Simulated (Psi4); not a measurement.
# One shape, several levels: doublet GeH3Cl+

We compute a comparison of 3 runs (UBLYP/def2-TZVP, USVWN5/def2-TZVP, UTPSS/def2-TZVP) of doublet GeH3Cl+. 

The calculation is run with Psi4 1.11.

5 further runs of the same task are left out: 5 that didn't finish.

## (1) Starting point

The species is GeH3Cl+ (5 atoms), meant as a doublet with charge +1. SMILES of the parent species: `[Cl][GeH3]`. The coordinates come from a PBE0-D4/def2-TZVP relaxation. That shape belongs to the parent species and isn't relaxed for this state.

Bond lengths: Cl1–Ge2 2.155 Å, Ge2–H3 1.532 Å, Ge2–H4 1.532 Å, Ge2–H5 1.532 Å. Angles: Cl1–Ge2–H3 107.1°, Cl1–Ge2–H4 107.1°, Cl1–Ge2–H5 107.1°, H3–Ge2–H4 111.7°, H3–Ge2–H5 111.7°, H4–Ge2–H5 111.7°.

## (2) Energy and forces at UBLYP/def2-TZVP (run 1)

The input, clgeh3.xyz:

```xyz
5
ClGeH3
Cl    -1.875800    -0.025100     0.641300
Ge     0.161800    -0.013900    -0.060600
H      0.160400     0.656200    -1.438100
H      0.619000    -1.473700    -0.140600
H      0.984500     0.782900     0.956700
```

The input, calc.py:

```python
import psi4

psi4.set_memory('1600 MB')
psi4.set_num_threads(1)
psi4.set_output_file('run.log', False)

with open('clgeh3.xyz') as f:
    atoms = ''.join(f.readlines()[2:])
m = psi4.geometry('1 2\n' + atoms + 'symmetry c1\nno_reorient\nno_com')

psi4.set_options({
    'basis': 'def2-TZVP',
    'reference': 'uks',
    'puream': True,
    'e_convergence': 1e-09,
    'd_convergence': 1e-06,
    'scf_type': 'pk',
    'dft_radial_points': 99,
    'dft_spherical_points': 590,
    'maxiter': 150,
    'level_shift': 0.3,
    'level_shift_cutoff': 1e-09,
})

E = psi4.gradient('BLYP')
print('gradient / Eh bohr^-1')
print(E.np.round(6))
for k, v in sorted(psi4.core.scalar_variables().items()):
    print(f'{k:45s} {v:18.10f}')
```

Started as:

```bash
$ python calc.py
```

run.log:

```text
[...]
  Running in c1 symmetry.
[...]
  Nuclear repulsion =  176.393821920947829
[...]
  Multiplicity = 2
[...]
  Nalpha       = 26
  Nbeta        = 25
[...]
    Number of basis functions: 103
[...]
   @UKS iter   1: -2536.80396317049417   -7.31882e-01   3.18605e-02 ADIIS/DIIS/SHIFT
[...]
   @UKS iter  70: -2538.69812839902988   -9.87711e-10   8.12548e-07 DIIS/SHIFT
[...]
   @S^2 Observed:                7.538015322E-01
[...]
  @UKS Final Energy: -2538.69812839902988
   => Energetics <=
    Nuclear Repulsion Energy =            176.3938219209478291
    One-Electron Energy =               -3869.1284168046568084
    Two-Electron Energy =                1262.1537219769270450
    DFT Exchange-Correlation Energy =    -108.1172554922477786
    Empirical Dispersion Energy =           0.0000000000000000
    VV10 Nonlocal Energy =                  0.0000000000000000
    Total Energy =                      -2538.6981283990298834
[...]
  -Total Gradient:
     Atom            X                  Y                   Z
    ------   -----------------  -----------------  -----------------
       1        0.014005915625    -0.001265086589    -0.007308452383
       2       -0.008815118355     0.013213283184     0.027026796497
       3        0.002382554250    -0.009311667266     0.001768173420
       4       -0.001145674279     0.006664268362    -0.007895188885
       5       -0.006428910988    -0.009300975034    -0.013590910832
[...]
```

On the terminal:

```text
gradient / Eh bohr^-1
[[ 0.014006 -0.001265 -0.007308]
 [-0.008815  0.013213  0.027027]
 [ 0.002383 -0.009312  0.001768]
 [-0.001146  0.006664 -0.007895]
 [-0.006429 -0.009301 -0.013591]]
CURRENT ENERGY                                  -2538.6981283990
CURRENT REFERENCE ENERGY                        -2538.6981283990
DD SOLVATION ENERGY                                 0.0000000000
DFT FUNCTIONAL TOTAL ENERGY                     -2538.6981283990
DFT TOTAL ENERGY                                -2538.6981283990
DFT VV10 ENERGY                                     0.0000000000
DFT XC ENERGY                                    -108.1172554922
GRID ELECTRONS ALPHA                               25.9999999205
GRID ELECTRONS BETA                                24.9999999354
GRID ELECTRONS TOTAL                               50.9999998559
NUCLEAR REPULSION ENERGY                          176.3938219209
ONE-ELECTRON ENERGY                             -3869.1284168047
PCM POLARIZATION ENERGY                             0.0000000000
PE ENERGY                                           0.0000000000
SCF ITERATION ENERGY                            -2538.6981283990
SCF ITERATIONS                                     70.0000000000
SCF TOTAL ENERGY                                -2538.6981283990
TWO-ELECTRON ENERGY                              1262.1537219769
XC GRID RADIAL POINTS                              99.0000000000
XC GRID SPHERICAL POINTS                          590.0000000000
XC GRID TOTAL POINTS                           275841.0000000000
```

It took 2.3 min on 1 thread of Intel Xeon Platinum 8375C at 2.90GHz (Ice Lake), shared host; peak memory 0.69 GiB.

## (3) A single-point energy at USVWN5/def2-TZVP (run 2)

The input, clgeh3.in:

```
memory 1600 mb

molecule mol {
  1 2
  Cl    -1.875800    -0.025100     0.641300
  Ge     0.161800    -0.013900    -0.060600
  H      0.160400     0.656200    -1.438100
  H      0.619000    -1.473700    -0.140600
  H      0.984500     0.782900     0.956700
  units angstrom
  symmetry c1
}

set {
  basis                def2-TZVP
  reference            uks
  puream               true
  e_convergence        1e-09
  d_convergence        1e-06
  scf_type             pk
  dft_radial_points    99
  dft_spherical_points 590
  maxiter              150
  level_shift          0.3
  level_shift_cutoff   1e-09
}

energy_value, wavefunction = energy('scf', dft_functional={"name": "SVWN5", "x_functionals": {"LDA_X": {}}, "c_functionals": {"LDA_C_VWN": {}}}, return_wfn=True)
oeprop(wavefunction, 'LOWDIN_CHARGES', 'WIBERG_LOWDIN_INDICES', 'MULLIKEN_CHARGES', title='SCF')
print_variables()
```

Started as:

```bash
$ psi4 clgeh3.in clgeh3.out -n 1
```

clgeh3.out:

```text
[...]
  Running in c1 symmetry.
[...]
  Nuclear repulsion =  176.393821920947829
[...]
  Multiplicity = 2
[...]
  Nalpha       = 26
  Nbeta        = 25
[...]
    Number of basis functions: 103
[...]
   @UKS iter   1: -2532.04256516686746   -6.42089e-01   3.20567e-02 ADIIS/DIIS/SHIFT
[...]
   @UKS iter 117: -2533.98267204964304   -9.69976e-10   5.44694e-07 DIIS/SHIFT
[...]
   @S^2 Observed:                7.521008942E-01
[...]
  @UKS Final Energy: -2533.98267204964304
   => Energetics <=
    Nuclear Repulsion Energy =            176.3938219209478291
    One-Electron Energy =               -3869.0497134621800797
    Two-Electron Energy =                1262.0065223689521190
    DFT Exchange-Correlation Energy =    -103.3333028773627689
    Empirical Dispersion Energy =           0.0000000000000000
    VV10 Nonlocal Energy =                  0.0000000000000000
    Total Energy =                      -2533.9826720496430426
[...]
 Multipole Moments:
 ------------------------------------------------------------------------------------
     Multipole            Electronic (a.u.)      Nuclear  (a.u.)        Total (a.u.)
 ------------------------------------------------------------------------------------
 L = 1.  Multiply by 2.5417464519 to convert [e a0] to [Debye]
 Dipole X            :          2.0755836           -1.6106042            0.4649794
 Dipole Y            :          0.1056287           -0.0087801            0.0968487
 Dipole Z            :         -0.5501338            0.5550220            0.0048882
 Magnitude           :                                                    0.4749836
[...]
```

Wall time 1.9 min (1 thread of Intel Xeon Platinum 8375C at 2.90GHz (Ice Lake), shared host); peak memory 0.63 GiB.

## (4) A single-point energy at UTPSS/def2-TZVP (run 3)

The input, clgeh3.inp:

```
memory 1.6 GB

molecule {
  1 2
  Cl    -1.875800    -0.025100     0.641300
  Ge     0.161800    -0.013900    -0.060600
  H      0.160400     0.656200    -1.438100
  H      0.619000    -1.473700    -0.140600
  H      0.984500     0.782900     0.956700
  symmetry c1
}

set basis def2-TZVP
set reference uks
set puream true
set e_convergence 1e-09
set d_convergence 1e-08
set scf_type pk
set dft_radial_points 99
set dft_spherical_points 590
set maxiter 200

e_tot, wfn = energy("tpss", return_wfn=True)
oeprop(wfn, "LOWDIN_CHARGES", "DIPOLE", "QUADRUPOLE", title="TPSS")
```

Started as:

```bash
$ psi4 -n 1 clgeh3.inp clgeh3.out
```

clgeh3.out:

```text
[...]
  Running in c1 symmetry.
[...]
  Nuclear repulsion =  176.393821920947829
[...]
  Multiplicity = 2
[...]
  Nalpha       = 26
  Nbeta        = 25
[...]
    Number of basis functions: 103
[...]
   @UKS iter   1: -2536.80644819630697   -7.77282e-01   3.14509e-02 ADIIS/DIIS
[...]
   @UKS iter  22: -2538.64496732108773   -6.82121e-12   7.91568e-09 DIIS
[...]
   @S^2 Observed:                7.553261976E-01
[...]
  @UKS Final Energy: -2538.64496732108773
   => Energetics <=
    Nuclear Repulsion Energy =            176.3938219209478291
    One-Electron Energy =               -3869.1757308539699807
    Two-Electron Energy =                1262.2122787705880000
    DFT Exchange-Correlation Energy =    -108.0753371586534684
    Empirical Dispersion Energy =           0.0000000000000000
    VV10 Nonlocal Energy =                  0.0000000000000000
    Total Energy =                      -2538.6449673210877336
[...]
 Multipole Moments:
 ------------------------------------------------------------------------------------
     Multipole            Electronic (a.u.)      Nuclear  (a.u.)        Total (a.u.)
 ------------------------------------------------------------------------------------
 L = 1.  Multiply by 2.5417464519 to convert [e a0] to [Debye]
 Dipole X            :          1.9189003           -1.6106042            0.3082960
 Dipole Y            :          0.1070928           -0.0087801            0.0983127
 Dipole Z            :         -0.5022639            0.5550220            0.0527581
 Magnitude           :                                                    0.3278647
 L = 2.  Multiply by 1.3450342976 to convert [e a0^2] to [Debye ang]
 Quadrupole XX       :       -193.9215970          178.8319671          -15.0896298
 Quadrupole XY       :         -0.4041168            0.9199327            0.5158159
[...]
```

Wall time 2.2 min (1 thread of Intel Xeon Platinum 8375C at 2.90GHz (Ice Lake), shared host); peak memory 0.75 GiB.

## (5) All runs side by side

```tsv
run	level	task	density convergence threshold	energy (Eh)	HOMO energy (eV)	⟨S²⟩	wall time
1	UBLYP/def2-TZVP	gradient	1e-06	-2538.698128	-14.11	0.754	2.3 min
2	USVWN5/def2-TZVP	energy	1e-06	-2533.982672	-14.23	0.752	1.9 min
3	UTPSS/def2-TZVP	energy	1e-08	-2538.644967	-14.44	0.755	2.2 min
```

## (6) Results

```
                                 quantity           value
                      run 3: total energy  -2538.64497 Eh
run 3: HOMO energy (highest over α and β)       -14.44 eV
 run 3: LUMO energy (lowest over α and β)       -14.30 eV
                              run 3: ⟨S²⟩           0.755
```

Totals of different functionals can't be ranked against each other. All runs together took 6.3 min, the longest 2.3 min.
